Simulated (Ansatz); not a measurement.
# KCdI3: the cost of one run

Program: Ansatz 0.2.0. PAW datasets, plane waves. The structure was generated, not taken from experiment, and needn't be the ground state; spin polarisation is off.

## (1) The structure to begin with

The unstrained cell was relaxed with r2SCAN; in each strained cell the atoms were relaxed again with r2SCAN. Names of k-points are those of the unstrained zone, where strain can split equivalent points. First state: -1.0 % biaxial strain in x and y, free along z.

Space group P4/mmm (No. 123), tetragonal; a = 5.878 Å, c = 5.983 Å in the conventional setting, 41.34 Å³ an atom. Around K lie 12 I at 4.16–4.19 Å; around Cd lie 6 I at 2.94–2.99 Å; around I lie 2 Cd at 2.99 Å and 4 K at 4.16 Å; around I lie 2 Cd at 2.94 Å and 4 K at 4.19 Å.

Structure file:

```
K Cd I
1.0
     5.87762    0.00000    0.00000
     0.00000    5.87762    0.00000
     0.00000    0.00000    5.98285
K Cd I
1 1 3
Direct
  0.00000 0.00000 0.00000
  0.50000 0.50000 0.50000
  0.50000 0.50000 0.00000
  0.50000 0.00000 0.50000
  0.00000 0.50000 0.50000
```

From earlier runs on the unstrained cell: PBE -0.26 eV, r2SCAN 0.18 eV, HSE06 0.59 eV; a = 5.937 Å.

## (2) -1.0 % biaxial strain in x and y, free along z: PBE

The input, input.yaml:

```yaml
crystal:
  lattice:
    - [5.87761544, 0.0, 0.0]
    - [0.0, 5.87761544, 0.0]
    - [0.0, 0.0, 5.9828483009]
  atoms:
    - { symbol: K, position: [0.0, 0.0, 0.0] }
    - { symbol: Cd, position: [0.5, 0.5, 0.5] }
    - { symbol: I, position: [0.5, 0.5, 0.0] }
    - { symbol: I, position: [0.5, 0.0, 0.5] }
    - { symbol: I, position: [0.0, 0.5, 0.5] }
kpoints:
  mp_grid: { grid: [4, 4, 4] }
  band_path:
    path: [[0.0, 0.0, 0.0], [0.0, 0.5, 0.0], [0.5, 0.5, 0.0], [0.5, 0.5, 0.5]]
    npoints: 1
hamiltonian:
  xc: pbe
scf:
  occupations: { method: fermi_dirac, width: 0.02 }
  n_extra_bands: 5
output:
  forces: true
  stress: true
  eigenvalues: true
```

The run is started by

```sh
$ ansatz run input.yaml --threads 4 --pin off --max-ram 4608MiB --backend cpu --events-out ev --progress --plain --runs-dir out
```

Q: Estimate wall time and peak memory on 4 threads of Arm Neoverse V1, shared host.

About 3.6 s, with a peak of 0.58 GiB.
